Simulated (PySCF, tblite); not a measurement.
# C₆H₇FGe: geometry, infrared bands and NMR shifts

What infrared bands and NMR shifts should C₆H₇FGe (`C#CC#CC[CH2][GeH2][F]`) show?

Programs: tblite 0.8.0 and PySCF 2.14.0, with density-fitted response routines of our own. Each step states its level of theory. These are calculated values for one molecule in the gas phase, unless marked as measured. Atoms count from 0, in the outputs and in this text.

### 1 Starting geometry

15 atoms, charge 0, multiplicity 1; geometry from: force field or distance geometry start.

Bonds of the start (Å): C0–C1 1.22, C1–C2 1.41, C2–C3 1.23, C3–C4 1.46, C4–C5 1.51, C5–Ge6 1.95, Ge6–F7 1.76, C0–H8 1.06, C4–H9 1.13, C4–H10 1.12, C5–H11 1.11, C5–H12 1.13, Ge6–H13 1.55, Ge6–H14 1.56.

### 2 Geometry optimisation with GFN2-xTB

What the job is given:

```
{"job": {"kind": "relax", "xc": "GFN2-xTB", "basis": "xTB"}, "charge": 0, "multiplicity": 1}
C      4.079700    -0.343700     0.634200
C      2.939100    -0.478800     0.213800
C      1.619100    -0.647200    -0.247500
C      0.471000    -0.791700    -0.665900
C     -0.902100    -0.990700    -1.124500
C     -1.842900    -0.356700    -0.125900
Ge    -1.353900     1.530100    -0.050400
F      0.264500     1.672700    -0.722500
H      5.066200    -0.221300     0.990400
H     -0.998500    -0.426200    -2.095200
H     -1.143100    -2.067700    -1.291400
H     -2.911200    -0.518800    -0.364700
H     -1.597300    -0.745000     0.908800
H     -2.333800     2.293300    -0.984000
H     -1.361300     2.099600     1.397200
```

Run with:

```bash
OMP_NUM_THREADS=1 python probes_run.py task.json out
```

One launch serves the whole session: the jobs run in the order shown.

**Question.** This job is followed by: GFN2-xTB harmonic vibrations, gas phase; GIAO PBE0/pcSseg-1 NMR shielding, non-relativistic, gas phase. What will the session give for the following? strongest single infrared mode (GFN2-xTB); zero-point energy (GFN2-xTB); ¹³C shifts against TMS (PBE0/pcSseg-1); ¹H shifts against TMS (PBE0/pcSseg-1, means over atoms taken as alike); ⁷³Ge shifts against GeMe4 (PBE0/pcSseg-1); ¹⁹F shifts against CFCl3 (PBE0/pcSseg-1).

**Answer**, as computed:

| quantity | value |
| --- | --- |
| strongest single infrared mode (GFN2-xTB) | 1985 cm⁻¹, 489 km/mol |
| zero-point energy (GFN2-xTB) | 61.5 kcal/mol |
| ¹³C shifts against TMS (PBE0/pcSseg-1) | 82.2, 75.8, 73.8, 72.4, 21.7, 16.0 ppm |
| ¹H shifts against TMS (PBE0/pcSseg-1, means over atoms taken as alike) | 5.72, 2.93, 1.46, 1.24 ppm |
| ⁷³Ge shifts against GeMe4 (PBE0/pcSseg-1) | 36 ppm |
| ¹⁹F shifts against CFCl3 (PBE0/pcSseg-1) | -267.2 ppm |

What this shows: The optimisation took 149 steps and gained 0.668 eV; among the close pairs (by a distance rule), Ge6–H14 changed most, from 1.556 to 1.503 Å. All 39 modes are real, so the xTB geometry is a minimum. The strongest single mode, at 1985 cm⁻¹, moves mainly H14. GFN2-xTB is a fitted tight-binding method: band positions and strengths are rough. Its intensities can rank the bands wrongly. At PBE0/pcSseg-1: The widest tensor belongs to Ge6: span 318 ppm, with a paramagnetic part of -1459 ppm. Spin-orbit coupling is left out, which matters for shieldings and couplings at and beside the heavy atoms.
